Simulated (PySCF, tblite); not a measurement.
# C₄H₄FNO₂: geometry, infrared bands and NMR shifts

Wanted: the infrared bands and NMR shifts of C₄H₄FNO₂ (`COc1conc1F`), by calculation.

Computed with tblite 0.8.0 and PySCF 2.14.0, with density-fitted response routines of our own, on a single molecule in the gas phase. Atoms are numbered from 0 throughout.

## 1. Starting geometry

12 atoms, charge 0, multiplicity 1; geometry from: force field or distance geometry start.

Bonds of the start (Å): C0–O1 1.41, O1–C2 1.35, C2–C3 1.37, C3–O4 1.32, O4–N5 1.32, N5–C6 1.36, C6–F7 1.36, C6–C2 1.41, C0–H8 1.08, C0–H9 1.12, C0–H10 1.11, C3–H11 1.10.

## 2. Optimising the geometry with GFN2-xTB

What the job is given:

```
{"job": {"kind": "relax", "xc": "GFN2-xTB", "basis": "xTB"}, "charge": 0, "multiplicity": 1}
C      2.022600     0.138200    -0.013500
O      0.769900     0.762800    -0.198000
C     -0.449700     0.205100    -0.043600
C     -0.877300    -1.054800     0.287000
O     -2.191700    -1.123800     0.310800
N     -2.678100     0.061800    -0.024100
C     -1.644900     0.924200    -0.251800
F     -1.766900     2.229300    -0.598600
H      2.501000     0.264500     0.951800
H      1.827700    -0.958600    -0.128700
H      2.691000     0.440900    -0.842900
H     -0.202300    -1.890100     0.525600
```

The run is started by

```console
$ OMP_NUM_THREADS=1 python probes_run.py task.json out
```

The driver reads the jobs from task.json and runs them one after another.

Output:

```text
step      E/eV     max force
  0    -716.10112    2.518
  1    -716.35853    1.257
  2    -716.44766    0.856
  3    -716.49719    0.517
  4    -716.51445    0.431
  5    -716.52930    0.308
  6    -716.53819    0.239
  7    -716.54207    0.153
  8    -716.54430    0.120
  9    -716.54597    0.107
 10    -716.54712    0.109
 11    -716.54816    0.096
 12    -716.54928    0.131
 13    -716.55044    0.118
 14    -716.55161    0.088
 15    -716.55283    0.086
 16    -716.55428    0.134
 17    -716.55607    0.166
 18    -716.55806    0.134
 19    -716.56003    0.134
 20    -716.56218    0.148
 21    -716.56495    0.199
 22    -716.56842    0.256
 23    -716.57217    0.221
 24    -716.57543    0.139
 25    -716.57790    0.141
 26    -716.58035    0.183
 27    -716.58364    0.210
 28    -716.58710    0.226
 29    -716.58341    0.341
 30    -716.59184    0.134
 31    -716.59368    0.126
 32    -716.59820    0.153
 33    -716.59973    0.148
 34    -716.60400    0.143
 35    -716.60611    0.147
 36    -716.60861    0.123
 37    -716.61026    0.120
 38    -716.61193    0.116
 39    -716.61362    0.139
 40    -716.61519    0.126
 41    -716.61610    0.082
 42    -716.61646    0.084
 43    -716.61690    0.050
 44    -716.61738    0.046
 45    -716.61806    0.057
 46    -716.61863    0.054
 47    -716.61897    0.048
 48    -716.61919    0.042
 49    -716.61947    0.036
 50    -716.61972    0.038
 51    -716.61995    0.034
 52    -716.62011    0.037
 53    -716.62025    0.038
 54    -716.62040    0.034
 55    -716.62056    0.030
 56    -716.62069    0.027
 57    -716.62077    0.027
 58    -716.62086    0.025
 59    -716.62101    0.038
 60    -716.62122    0.048
 61    -716.62150    0.058
 62    -716.62178    0.058
 63    -716.62200    0.040
 64    -716.62217    0.035
 65    -716.62229    0.029
 66    -716.62237    0.032
 67    -716.62244    0.025
 68    -716.62250    0.016
 69    -716.62253    0.013
 70    -716.62255    0.009
```

Run time: 0.22 s. Hardware: 1 thread of Intel Xeon 6975P-C, shared host.

Relaxation path: (not every step is listed)

| step | energy from step 0 (eV) | largest force (eV/Å) |
| --- | --- | --- |
| 0 | 0.0000 | 2.5180 |
| 1 | -0.2574 | 1.2570 |
| 2 | -0.3465 | 0.8557 |
| 3 | -0.3961 | 0.5169 |
| 4 | -0.4133 | 0.4307 |
| 5 | -0.4282 | 0.3084 |
| 6 | -0.4371 | 0.2393 |
| 7 | -0.4409 | 0.1531 |
| 8 | -0.4432 | 0.1205 |
| 13 | -0.4493 | 0.1185 |
| 18 | -0.4569 | 0.1335 |
| 23 | -0.4710 | 0.2209 |
| 28 | -0.4860 | 0.2257 |
| 33 | -0.4986 | 0.1482 |
| 38 | -0.5108 | 0.1158 |
| 43 | -0.5158 | 0.0497 |
| 48 | -0.5181 | 0.0420 |
| 53 | -0.5191 | 0.0377 |
| 58 | -0.5197 | 0.0253 |
| 63 | -0.5209 | 0.0397 |
| 65 | -0.5212 | 0.0286 |
| 66 | -0.5213 | 0.0320 |
| 67 | -0.5213 | 0.0249 |
| 68 | -0.5214 | 0.0157 |
| 69 | -0.5214 | 0.0132 |
| 70 | -0.5214 | 0.0091 |

Close pairs (by a distance rule), those that changed most:

| bond | before (Å) | after (Å) | change (Å) |
| --- | --- | --- | --- |
| N5–C6 | 1.365 | 1.301 | -0.064 |
| C6–F7 | 1.356 | 1.317 | -0.039 |
| C3–O4 | 1.316 | 1.348 | +0.031 |
| C3–H11 | 1.100 | 1.070 | -0.030 |
| C0–H9 | 1.120 | 1.094 | -0.026 |
| C2–C6 | 1.410 | 1.430 | +0.020 |
| C0–H10 | 1.107 | 1.088 | -0.019 |
| O4–N5 | 1.325 | 1.341 | +0.017 |

The next job starts from the end point, and lists it.

## 3. Harmonic vibrations with GFN2-xTB

What the job is given:

```
{"job": {"kind": "ir", "xc": "GFN2-xTB", "basis": "xTB"}, "charge": 0, "multiplicity": 1}
C      1.943162     0.037494    -0.103875
O      0.809486     0.834603    -0.370873
C     -0.376991     0.271723    -0.093245
C     -0.727482    -0.951363     0.411014
O     -2.069523    -1.031791     0.501723
N     -2.626113     0.109302     0.069798
C     -1.650557     0.893810    -0.285496
F     -1.860145     2.104845    -0.759191
H      2.001632    -0.216960     0.958498
H      1.925066    -0.882877    -0.695070
H      2.803870     0.639561    -0.387201
H     -0.171206    -1.809032     0.727892
```

Output:

```text
mode    cm-1     km/mol
  1     103.4      1.08
  2     179.1      0.36
  3     185.8      0.69
  4     267.7      3.09
  5     310.6      4.28
  6     392.0     27.77
  7     540.6      2.89
  8     586.4      0.27
  9     601.5      2.93
 10     650.9      0.31
 11     739.3     25.46
 12     773.7     23.46
 13     884.6      9.60
 14    1037.7     83.68
 15    1053.8     28.63
 16    1125.5      1.94
 17    1143.7     12.64
 18    1153.7     15.20
 19    1205.8    200.95
 20    1214.2    134.67
 21    1373.0    132.11
 22    1399.4      1.05
 23    1458.9      9.83
 24    1473.0      5.77
 25    1571.5    176.74
 26    1631.8     62.46
 27    2945.9     33.46
 28    2959.6     27.01
 29    3040.9      4.86
 30    3189.5      2.70
```

It took 0.2 s on 1 thread of Intel Xeon 6975P-C, shared host.

Which atoms move in the most intense modes:

| cm⁻¹ | km/mol | atoms |
| --- | --- | --- |
| 1038 | 83.7 | H11 44 %, N5 25 %, O4 12 % |
| 1054 | 28.6 | C0 35 %, O1 34 % |
| 1206 | 200.9 | C2 27 %, C3 22 %, O1 21 %, C6 12 % |
| 1214 | 134.7 | C3 26 %, H11 21 %, O4 19 % |
| 1373 | 132.1 | C6 40 %, C2 33 %, N5 12 %, C3 10 % |
| 1572 | 176.7 | C6 57 %, N5 21 %, C2 12 % |
| 1632 | 62.5 | C2 49 %, C3 24 %, C6 14 % |
| 2946 | 33.5 | H9 48 %, H8 44 % |

## 4. Shielding tensors: PBE0/pcSseg-1

Settings changed since step 3:

```diff
@@ -1,2 +1,2 @@
-{"job": {"kind": "ir", "xc": "GFN2-xTB", "basis": "xTB"}, "charge": 0, "multiplicity": 1}
+{"job": {"kind": "nmr", "xc": "PBE0", "basis": "pcSseg-1"}, "charge": 0, "multiplicity": 1}
 C      1.943162     0.037494    -0.103875
```

Level: GIAO PBE0/pcSseg-1 NMR shielding, non-relativistic, gas phase.

Output:

```text
coarse grid: 11144 points
cycle   1  E = -459.0879710789  dE =  1.672e+00  |g| = 6.821e-01  |ddm| = 3.343e+00
cycle   2  E = -458.9861702091  dE =  1.018e-01  |g| = 1.027e+00  |ddm| = 1.174e+00
cycle   3  E = -459.1668086988  dE = -1.806e-01  |g| = 1.156e-01  |ddm| = 7.508e-01
cycle   4  E = -459.1684111833  dE = -1.602e-03  |g| = 7.116e-02  |ddm| = 1.096e-01
cycle   5  E = -459.1693798334  dE = -9.687e-04  |g| = 1.164e-02  |ddm| = 6.045e-02
cycle   6  E = -459.1694001542  dE = -2.032e-05  |g| = 6.272e-03  |ddm| = 1.194e-02
cycle   7  E = -459.1694078261  dE = -7.672e-06  |g| = 9.184e-04  |ddm| = 4.925e-03
final grid: 111336 points
cycle   8  E = -459.2417914351  dE = -2.116e-05  |g| = 1.353e-02  |ddm| = 2.614e-02
cycle   9  E = -459.2417436144  dE =  4.782e-05  |g| = 2.155e-02  |ddm| = 1.932e-02
cycle  10  E = -459.2418226256  dE = -7.901e-05  |g| = 1.547e-03  |ddm| = 1.245e-02
cycle  11  E = -459.2418230820  dE = -4.565e-07  |g| = 4.514e-04  |ddm| = 1.216e-03
cycle  12  E = -459.2418231192  dE = -3.718e-08  |g| = 1.811e-04  |ddm| = 5.255e-04
cycle  13  E = -459.2418231265  dE = -7.274e-09  |g| = 3.058e-05  |ddm| = 1.722e-04
cycle  14  E = -459.2418231267  dE = -2.083e-10  |g| = 8.262e-06  |ddm| = 3.334e-05
converged SCF energy = -459.2418231267

GIAO shielding tensors (ppm)
atom      isotropic    diamagn.    paramagn.     s11        s22        s33       span
  0 C      127.371     246.153    -118.783     98.937    100.072    183.104     84.167
  1 O      274.242     395.838    -121.596    195.937    290.847    335.943    140.007
  2 C       44.071     252.988    -208.918    -19.816     50.187    101.841    121.657
  3 C       41.186     256.998    -215.812    -26.100     33.418    116.240    142.340
  4 O       24.642     395.947    -371.305    -91.436    -60.768    226.129    317.564
  5 N     -112.014     319.195    -431.209   -333.430    -96.995     94.382    427.812
  6 C       12.804     247.667    -234.864    -74.252     44.744     67.919    142.170
  7 F      322.694     469.199    -146.505    227.776    315.535    424.770    196.994
  8 H       28.046      29.842      -1.796     25.163     25.335     33.640      8.477
  9 H       28.053      29.850      -1.797     25.162     25.363     33.633      8.471
 10 H       27.304      28.150      -0.846     23.057     25.555     33.299     10.242
 11 H       23.758      31.772      -8.014     21.677     22.808     26.788      5.110
```

Wall time 15 s (1 thread of Intel Xeon 6975P-C, shared host); peak memory 0.71 GiB.

The references, computed at this level on geometries of the same kind, shield at (ppm): 1H TMS 31.72, 13C TMS 186.9, 19F CFCl3 170.9, 15N NH3 267.7, 17O H2O 336.1. Their shielding less the atom's gives the shift. The references are single molecules in the gas phase, so shifts against H2O, NH3, PH3, H3PO4 or CFCl3 are not on the usual liquid scales and can be off by tens of ppm. Atoms listed in one row are averaged.

| atoms | environment | σ (ppm) | δ (ppm) | δ scaled to CDCl3 |
| --- | --- | --- | --- | --- |
| C6 | aromatic carbon bearing fluorine | 12.8 | 174.1 | 168.0 |
| C3 | aromatic CH next to the ring oxygen | 41.2 | 145.7 | 140.3 |
| C2 | aromatic carbon bearing oxygen | 44.1 | 142.9 | 137.5 |
| C0 | methyl carbon bonded to O | 127.4 | 59.6 | 56.2 |
| H11 | hydrogen on an aromatic CH next to the ring oxygen | 23.76 | 7.96 | 7.61 |
| H8, H9, H10 | hydrogen on a methyl carbon bonded to O | 27.80 | 3.92 | 3.80 |
| O4 | aromatic ring oxygen | 24.6 | 311.4 | – |
| O1 | ether oxygen | 274.2 | 61.8 | – |
| N5 | pyridine-type nitrogen of an azole | -112.0 | 379.7 | – |
| F7 | aryl fluorine | 322.7 | -151.7 | – |

The scaled column applies a straight-line fit of computed shieldings to shifts measured in CDCl3, and one for carbons that bear F (root-mean-square error 0.16 ppm for H, 1.9 ppm for C).

The run also stored atomic charges by several schemes (e):

| atoms | Mulliken | IAO | Hirshfeld | ESP fit |
| --- | --- | --- | --- | --- |
| C0 | -0.04 | -0.21 | -0.03 | -0.07 |
| O1 | -0.46 | -0.31 | -0.11 | -0.27 |
| C2 | -0.04 | 0.09 | 0.03 | 0.02 |
| C3 | 0.19 | -0.06 | -0.01 | -0.07 |
| O4 | -0.28 | -0.13 | -0.03 | -0.04 |
| N5 | -0.15 | -0.15 | -0.13 | -0.42 |
| C6 | 0.51 | 0.36 | 0.11 | 0.58 |
| F7 | -0.23 | -0.23 | -0.06 | -0.19 |

Mayer bond orders: C0–O1 0.90, O1–C2 1.05, C2–C3 1.49, C3–O4 1.04, O4–N5 1.00, N5–C6 1.63, C6–F7 1.02, C6–C2 1.20.

Ring of atoms C2, C3, O4, N5, C6: NICS(0) -13.6, NICS(1) -10.1, NICS(1)zz -23.3 ppm (means of both faces).

The fields below are evaluated on a grid from the run's orbitals.

Frontier orbitals at PBE0/pcSseg-1, with the share of their density that lies nearest to each atom:

| orbital | energy (eV) | lies on |
| --- | --- | --- |
| HOMO | -7.32 | O1 26 %; C2, C3 about 23 % each; O4 9 % |
| LUMO | -0.46 | N5 25 %; C3 23 %; C6 15 % |

ELF in a plane through or near 10 of the atoms.

Ten even steps from ' ' (0.00) to '@' (1.00):
```
                                                        
                                                        
                                                        
                                ..::::::..              
                                --**####**--..          
          --++::    ::++**==    --%%++==%%**--          
        ++@@@@%%..  ==%%%%**    ..**##**##==..          
      ..@@@@@@@@##::**==--##--==**--::==::              
      ..@@@@@@@@##==%%==--%%==**@@--==--++--==++::      
        ==%%%%##::++******##++..**++**%%++##@@%%**..    
            ..--++++++..  ==%%%%++  --++==%%@@@@##..    
              ::++++--    --**::--++**##****####++      
                ....    ..**--@@  %%==::**..  ....      
                      --@@@@@@%%==++##@@%%==            
                      **@@@@@@%%::..**%%##==..          
                      --%%@@@@==    ..::::              
                          ----                          
                                                        
                                                        
                                                        
```
The map spans 10.7 Å across and 9.4 Å up, centred on the molecule. Atoms in the plane (x, y in Å): C0 (-1.9, 0.2), O1 (-0.7, 1.0), C2 (0.4, 0.3), C3 (0.6, -1.1), O4 (2.0, -1.3), N5 (2.6, -0.1), C6 (1.7, 0.8), F7 (2.0, 2.1), H10 (-2.7, 0.9), H11 (0.0, -2.0).

log10 of the density (e/Å³) in the same plane.

Ten even steps from ' ' (-4.0) to '@' (1.7):
```
                                                        
                                                        
                                ..::----::....          
                      ....  ..::--==++++==--::..        
          ..........::----::::--==********====::        
      ..::----------==++++======++##@@@@##++==--        
      ..--====++====++******++==++##%%%%##++==--..      
    ..::==++********##%%%%##******######**++==--::..    
    ..::==++**########%%@@##########@@##****++==--::..  
    ..::==++**##@@@@########%%##############**++==::..  
      ..--==++**####**++++**######****##@@####++==::..  
      ..::--==++****++==++**##############****++==::..  
        ..::--==++++====++**##@@####@@@@##++++==--..    
          ..::::------==++**####****####**++==--..      
            ....::::--==++******++++****++==--::        
                    ..--==========--====----::          
                      ::::------::::::::::..            
                        ..........                      
                                                        
                                                        
```
The map spans 10.7 Å across and 9.4 Å up, centred on the molecule. Atoms in the plane (x, y in Å): C0 (-1.9, 0.2), O1 (-0.7, 1.0), C2 (0.4, 0.3), C3 (0.6, -1.1), O4 (2.0, -1.3), N5 (2.6, -0.1), C6 (1.7, 0.8), F7 (2.0, 2.1), H10 (-2.7, 0.9), H11 (0.0, -2.0).

On the surface of density 0.002 e/bohr³ the electrostatic potential runs, from the 1st to the 99th percentile, from -1.62 V near N5 to 1.68 V near H11.

## 5. Summary of results

| quantity | value |
| --- | --- |
| strongest single infrared mode (GFN2-xTB) | 1206 cm⁻¹, 201 km/mol |
| zero-point energy (GFN2-xTB) | 50.3 kcal/mol |
| 13C shifts against TMS (PBE0/pcSseg-1) | 174.1, 145.7, 142.9, 59.6 ppm |
| 1H shifts against TMS (PBE0/pcSseg-1, means over atoms taken as alike) | 7.96, 3.92 ppm |
| 17O shifts against H2O (PBE0/pcSseg-1) | 311.4, 61.8 ppm |
| 15N shifts against NH3 (PBE0/pcSseg-1) | 379.7 ppm |
| 19F shifts against CFCl3 (PBE0/pcSseg-1) | -151.7 ppm |
| surface potential, 1st and 99th percentile | -1.62 V and 1.68 V |

What this shows: The optimisation took 70 steps and gained 0.521 eV; among the close pairs (by a distance rule), N5–C6 changed most, from 1.365 to 1.301 Å. All 30 modes are real, so the xTB geometry is a minimum. The strongest single mode, at 1206 cm⁻¹, is carried by C2, C3, O1, C6. Unscaled tight-binding wavenumbers are off by several per cent, some by more. Its intensities can rank the bands wrongly. At PBE0/pcSseg-1: The widest tensor belongs to N5: span 428 ppm, with a paramagnetic part of -431 ppm. NICS(1)zz of -23 ppm above the planar ring from C2 marks a diatropic (aromatic) ring current. At PBE0/pcSseg-1, counted by nearest atom on the grid, the HOMO lies on O1 26 %; C2, C3 about 23 % each, the LUMO on N5 25 %; C3 23 %.
